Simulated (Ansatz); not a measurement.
## Hf2Pd2Se2Br2O3 in Ansatz: the effect of Hubbard term

Hf2Pd2Se2Br2O3:

```
CELL_PARAMETERS angstrom
5.76069 0.00496 -0.00286
-0.52750 5.84664 0.03413
-1.48435 -0.92642 6.64586
ATOMIC_POSITIONS crystal
Hf 0.74540 0.39602 0.34989
Hf 0.28763 0.45322 0.59401
Pd 0.90854 0.13294 0.84849
Pd 0.25249 0.90323 0.35874
Se 0.63469 0.40355 0.93716
Se 0.62597 0.78174 0.53023
Br 0.85273 0.99089 0.15355
Br 0.22526 0.82084 0.86223
O 0.96040 0.28925 0.59026
O 0.43233 0.24524 0.40864
O 0.07457 0.58308 0.36682
```

The cell was built by a generator and needn't be a form met in nature.

Alike in all runs:

- Program: Ansatz 0.2.0
- Task: single point
- Functional: PBE
- Potentials or basis: all-electron LAPW, scalar-relativistic
- Cutoff: 420 eV (chosen from the basis error)
- Basis error allowed: 0.002 eV/atom
- k mesh: 4 × 4 × 3
- Occupations: fermi-dirac, width 0.05 eV
- Spin: no spin polarisation

```tsv
Hubbard term	gap on the mesh (eV)	pressure (GPa)	largest force (eV/Å)
none	0.22	0.0	0.01
Hf d U = 3 eV, Pd d U = 3 eV	?	?	?
Hf d U = 6 eV, Pd d U = 6 eV	0.49	3.5	0.47
```

Question: What does the run with Hubbard term Hf d U = 3 eV, Pd d U = 3 eV give?

Answer: gap on the mesh 0.44 eV; pressure 1.6 GPa; largest force 0.22 eV/Å.

Caveats: spin-orbit coupling is left out, which moves the levels of the heavy elements; an odd mesh through Γ misses points on the zone boundary, where band edges often lie; U is the effective U less J, on atomic orbitals that reach past the spheres (some runs).
